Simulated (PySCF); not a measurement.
# SeO⁺ at other levels of theory

Aim: see what other levels and later steps give for SeO⁺.

Method: method and basis as typed in the scripts; program: PySCF 2.14.0.

5 further runs of the same task are left out: 5 that didn't finish.

## (1) The system as given

SeO⁺: 2 atoms, charge 1, spin multiplicity 2.

Bond lengths: Se1–O2 1.724 Å.

## (2) Base script

The input, input.py:

```python
from pyscf import gto, scf, mp

mol = gto.M(
    atom='Se 0 0 0; O 0 0 1.724',
    basis='x2c-svpall',
    charge=1,
    spin=1,
    verbose=3,
)
mf = scf.UHF(mol)
mf = mf.sfx2c1e()
mf = mf.density_fit(auxbasis='def2-universal-jkfit')
mf.kernel()
mp.MP2(mf, frozen=10).kernel()
mf.dip_moment()
print('orbital energies (hartree):', [e[max(0, n-3):n+3].round(4) for e, n in zip(mf.mo_energy, mol.nelec)])
```

On the command line:

```console
> OMP_NUM_THREADS=1 python input.py
```

## (3) ROHF

Edit 1 changes SCF type: UHF → ROHF.

The input, input.py:

```python
from pyscf import gto, scf, mp

mol = gto.M(
    atom='Se 0 0 0; O 0 0 1.724',
    basis='x2c-svpall',
    charge=1,
    spin=1,
    verbose=3,
)
mf = scf.ROHF(mol)
mf = mf.sfx2c1e()
mf = mf.density_fit(auxbasis='def2-universal-jkfit')
mf.kernel()
mp.MP2(mf, frozen=10).kernel()
mf.dip_moment()
print('orbital energies (hartree):', mf.mo_energy[..., max(0, mol.nelec[1]-3):mol.nelec[0]+3].round(4))
```

## (4) RHF

Edit 2 changes SCF type: UHF → RHF.

The input, input.py:

```python
from pyscf import gto, scf, mp

mol = gto.M(
    atom='Se 0 0 0; O 0 0 1.724',
    basis='x2c-svpall',
    charge=1,
    spin=1,
    verbose=3,
)
mf = scf.RHF(mol)
mf = mf.sfx2c1e()
mf = mf.density_fit(auxbasis='def2-universal-jkfit')
mf.kernel()
mp.MP2(mf, frozen=10).kernel()
mf.dip_moment()
print('orbital energies (hartree):', mf.mo_energy[..., max(0, mol.nelec[1]-3):mol.nelec[0]+3].round(4))
```

## (5) Polarisability

Edit 3 changes step after the SCF: mp2 → polarizability.

Changes to input.py since step 2:

```diff
@@ -1,2 +1,3 @@
-from pyscf import gto, scf, mp
+from pyscf import gto, scf
+from pyscf.prop.polarizability import uhf as pol
 
@@ -13,3 +14,4 @@
 mf.kernel()
-mp.MP2(mf, frozen=10).kernel()
+print('polarizability (a.u.)')
+print(pol.Polarizability(mf).polarizability().round(4))
 mf.dip_moment()
```

## (6) SCF alone

Edit 4 changes step after the SCF: mp2 → none.

Changes to input.py since step 2:

```diff
@@ -1,2 +1,2 @@
-from pyscf import gto, scf, mp
+from pyscf import gto, scf
 
@@ -13,3 +13,2 @@
 mf.kernel()
-mp.MP2(mf, frozen=10).kernel()
 mf.dip_moment()
```

## (7) CASCI (ROHF)

Edit 5 changes step after the SCF: mp2 → casci; SCF type: UHF → ROHF; active space: none → 7 electrons in 6 orbitals.

The input, input.py:

```python
from pyscf import gto, scf, mcscf

mol = gto.M(
    atom='Se 0 0 0; O 0 0 1.724',
    basis='x2c-svpall',
    charge=1,
    spin=1,
    verbose=3,
)
mf = scf.ROHF(mol)
mf = mf.sfx2c1e()
mf = mf.density_fit(auxbasis='def2-universal-jkfit')
mf.kernel()
mc = mcscf.CASCI(mf, 6, 7)
mc.kernel()
mc.analyze()
mf.dip_moment()
print('orbital energies (hartree):', mf.mo_energy[..., max(0, mol.nelec[1]-3):mol.nelec[0]+3].round(4))
```

## (8) MP2

Edit 6 changes frozen orbitals: 10 → none.

Changes to input.py since step 2:

```diff
@@ -13,3 +13,3 @@
 mf.kernel()
-mp.MP2(mf, frozen=10).kernel()
+mp.MP2(mf).kernel()
 mf.dip_moment()
```

**Question.** What will these runs give? Wanted: for each run, E(SCF); from base; gap, α spin; after the SCF.

As calculated:

```csv
run,E(SCF) (hartree),from base (eV),"gap, α spin (eV)",after the SCF
base,-2502.053297,0,10.05,"MP2 correlation -12.901 eV, core frozen"
ROHF,-2502.045193,+0.2205,n/a,"MP2 correlation -13.204 eV, core frozen"
RHF,-2502.045193,+0.2205,n/a,"MP2 correlation -13.204 eV, core frozen"
polarisability,-2502.053297,0.0000,10.05,n/a
SCF alone,-2502.053297,0.0000,10.05,n/a
CASCI (ROHF),-2502.045193,+0.2205,n/a,CASCI correlation -3.031 eV
MP2,-2502.053297,0.0000,10.05,MP2 correlation -13.992 eV
```

**Reading.** The largest comparable shift of the SCF energy, +0.221 eV, comes with the run “ROHF”.
